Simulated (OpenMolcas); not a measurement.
# Nb⁴⁺ among point charges: CASSCF and CASPT2 levels and susceptibility

Aim: the splitting of the states of Nb⁴⁺ in the field of 4 point charges, its lowest levels with spin-orbit coupling and its magnetic susceptibility.

The numbers are computed with OpenMolcas 26.06 (state-averaged CASSCF and CASPT2, spin-orbit coupling by RASSI with atomic mean-field integrals), except any that are marked as measured or tabulated.

## Step 1: The atom as given

* Species: Nb⁴⁺ (niobium, Z = 41, 37 electrons)
* Basis: ANO-RCC-VDZP [6s5p3d1f], 43 functions
* Scalar Hamiltonian: DKH2, point nucleus
* Inactive shells: 1s 2s 2p 3s 3p 3d 4s 4p
* Active space: 1 electron in 5 orbitals (4d)
* Some configurations of this space: 4d
* Orbitals: optimised for each spin and parity, averaged over all roots

Outer shells as boxes (Hund's rule):

4d
```
4d [↑ ][  ][  ][  ][  ]
```

The ion sits among 4 point charges of -2 e arranged as a tetrahedron (Td), 2.2 Å from the ion.

The work runs as a chain of OpenMolcas steps in one folder; each step below is one input file. Labels, J, g values, rates, χT and fits are worked out afterwards by a script from the matrices that RASSI stores.

## Step 2: One- and two-electron integrals

The input, a.inp:

```
&GATEWAY
Coord
1

Nb 0.0 0.0 0.0
Basis=ANO-RCC-VDZP
Group=NoSym
NoMove
AngMom=0.0 0.0 0.0
AMFI
XField
4 Angstrom 0
1.270171 1.270171 1.270171 -2.000000
1.270171 -1.270171 -1.270171 -2.000000
-1.270171 1.270171 -1.270171 -2.000000
-1.270171 -1.270171 1.270171 -2.000000
&SEWARD
```

Launch:

```console
OMP_NUM_THREADS=1 MOLCAS_MEM=1689 MOLCAS_PROJECT=a pymolcas a.inp > a.log
```

## Step 3: CASSCF: doublets, 5 roots

The input, a.inp:

```
&RASSCF
FileOrb=start.orb
Symmetry=1
Spin=2
nActEl=1 0 0
Inactive=18
Ras2=5
CIRoot=5 5 1
SDav=5
CIMx=300
Iter=120 100
PrWF=0.3
OrbListing=Nothing
MaxOrb=0
>>> COPY $Project.JobIph JOB001
```

start.orb holds the contracted functions of the basis, ordered by shell, or the orbitals of the step before.

## Step 4: RASSI: spin-orbit coupling between the states

The input, a.inp:

```
&RASSI
NrOfJobIphs=1 5
1 2 3 4 5
IphNames
JOB001
EJob
SpinOrbit
DIPRint=1.0
SOCoupling=1000.0
Subsets=2
Property=9
'ANGMOM' 1 'ANGMOM' 2 'ANGMOM' 3 'MLTPL  1' 1 'MLTPL  1' 2 'MLTPL  1' 3
'AMFI' 1 'AMFI' 2 'AMFI' 3
SOProperty=3
'ANGMOM' 1 'ANGMOM' 2 'ANGMOM' 3
```

## Step 5: CASPT2: IPEA 0.25, imaginary shift 0.1 (closed shells correlated: 4s 4p)

The input, a.inp:

```
>>> COPY JOB001 $Project.JobIph
&CASPT2
Multistate=5 1 2 3 4 5
NoMult
Frozen=14
IPEA=0.25
Imaginary=0.1
MaxIter=60
WThr=0.0 0.3 0.05
PrWF=0.5
NoMix
```

(Steps that only read results are left out.)

Before running it: what results should come out? Wanted: spin-free ground state; first state of the same spin within the active space; lowest level; next level.

The runs gave:

| quantity | value |
| --- | --- |
| method | SS-CASPT2, IPEA 0.25, imaginary shift 0.1 (closed shells correlated: 4s 4p) |
| spin-free ground state | 2E, 2-fold in its orbital part |
| first state of the same spin within the active space | 2T2 at 3220 cm⁻¹ |
| lowest level | 4-fold Γ8 |
| next level | 3375.2 cm⁻¹ |
| χT at 300 K | 0.24 cm³ K/mol |
| effective moment at 300 K | 1.37 μB |

Cost by method:

| method | time of its own steps | time with the reference |
| --- | --- | --- |
| A. CASSCF | 1.5 s | 1.5 s |
| B. SS-CASPT2, IPEA 0.25, imaginary shift 0.1, +4s 4p | 0.52 s | 2 s |

Times are of one thread on a shared host.

**Reading.** The spin-free ground state (2E) comes to 100 % from free-ion D terms and keeps the highest spin of the shell. χT at 300 K is 0.24, against 0.38 cm³ K/mol for the spin alone, so orbital moment lowers it. A ligand-field fit to the states below 45000 cm-1 gives 10Dq = -3225 cm-1, the gap between the two states. CASPT2 does not keep the components of a term degenerate, and the means are used. An orbital doublet at a regular site is open to a Jahn-Teller distortion, which this geometry leaves out. The field of point charges can differ much from that of real complexes. This is an electrostatic model: the charges have no orbitals.
